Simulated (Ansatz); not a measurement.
This script makes relaxations under a series of pressures of C, space group Fd-3m with the Ansatz DFT code, driven from Python.

`compress_c.py`
```python
"""Cell of C under pressure."""

import argparse

import ansatz
import numpy as np
import pandas as pd

parser = argparse.ArgumentParser(description="Cell of C under pressure.")
parser.add_argument("--occupations", default="fermi_dirac", help="how the bands are filled")
parser.add_argument("--smearing-width", type=float, default=0.05, help="smearing width (eV)")
parser.add_argument("--cutoff-ev", type=float, required=True, help="plane-wave cutoff (eV)")
parser.add_argument("--mesh", type=int, nargs=3, required=True, help="k-point sampling")
args = parser.parse_args()

def edges_and_angles(cell):
    cell = np.asarray(cell)
    a, b, c = np.linalg.norm(cell, axis=1)
    cosines = cell[1] @ cell[2] / (b * c), cell[0] @ cell[2] / (a * c), cell[0] @ cell[1] / (a * b)
    return (a, b, c, *np.degrees(np.arccos(cosines)))

lattice = ansatz.Lattice.of(
    (0.0, 1.78337, 1.78337),
    (1.78337, 0.0, 1.78337),
    (1.78337, 1.78337, 0.0),
)
sites = [
    ("C", (0.0, 0.0, 0.0)),
    ("C", (0.25, 0.25, 0.25)),
]
system = ansatz.Crystal(lattice=lattice)
for symbol, position in sites:
    system = system.atom(symbol, position)

model = (
    system.calculation()
    .occupations(args.occupations, width=args.smearing_width)
    .basis(args.cutoff_ev)  # cutoff of the orbital basis
    .kpoints(*args.mesh, center="gamma")
)

# H = F + PV, with 1 GPa A^3 = 1/160.21766 eV
rows = []
for pressure in [0, 2, 4, 6, 8]:
    done = model.relax(cell=True, pressure=pressure, force_tolerance=0.02).run(threads=1)
    cell = done.lattice.cell_ang
    n_atoms = len(done.lattice.sites)
    volume = abs(np.linalg.det(cell)) / n_atoms
    enthalpy = done.report["free_energy_ev"] / n_atoms + pressure * volume / 160.21766
    rows.append((pressure, volume, enthalpy, *edges_and_angles(cell)))
    print(f"{pressure} GPa done: {volume:.4f} A^3/atom")

table = pd.DataFrame(rows, columns=["P_GPa", "V_A3_atom", "H_eV_atom", "a", "b", "c", "alpha", "beta", "gamma"])
print(table.round(4).to_string(index=False))
p, v = np.array([row[0] for row in rows], float), np.array([row[1] for row in rows])
print("mean bulk modulus between rows (GPa):", np.round(-np.diff(p) / np.diff(np.log(v)), 1))
```

Its results, one of them left out:

| P (GPa) | relaxed V (Å³/atom) |
| --- | --- |
| 0 | 5.695 |
| 2 | ? |
| 4 | 5.644 |
| 6 | 5.620 |
| 8 | 5.595 |

What volume does the cell relax to at 2 GPa?

Murnaghan's form V = V0 (1 + B' P / B0)^(-1/B') through the 4 rows shown gives V0 = 5.695 Å³, B0 = 439.7 GPa and B' = 2.60, and so 5.670 Å³ an atom at 2 GPa. The run gave 5.670 Å³, 0.00 % away.

Caveats:
- At a fixed pressure a relaxation lowers the enthalpy F + PV, while F alone can rise.
- No functional is typed, so the default, PBE, holds.
- Symmetry holds the cell in this phase, whether or not it is the stable one at each pressure.
- Wall time of the script: 8.3 s on 1 thread of Arm Neoverse V2, on a shared host, peak memory 0.36 GiB.
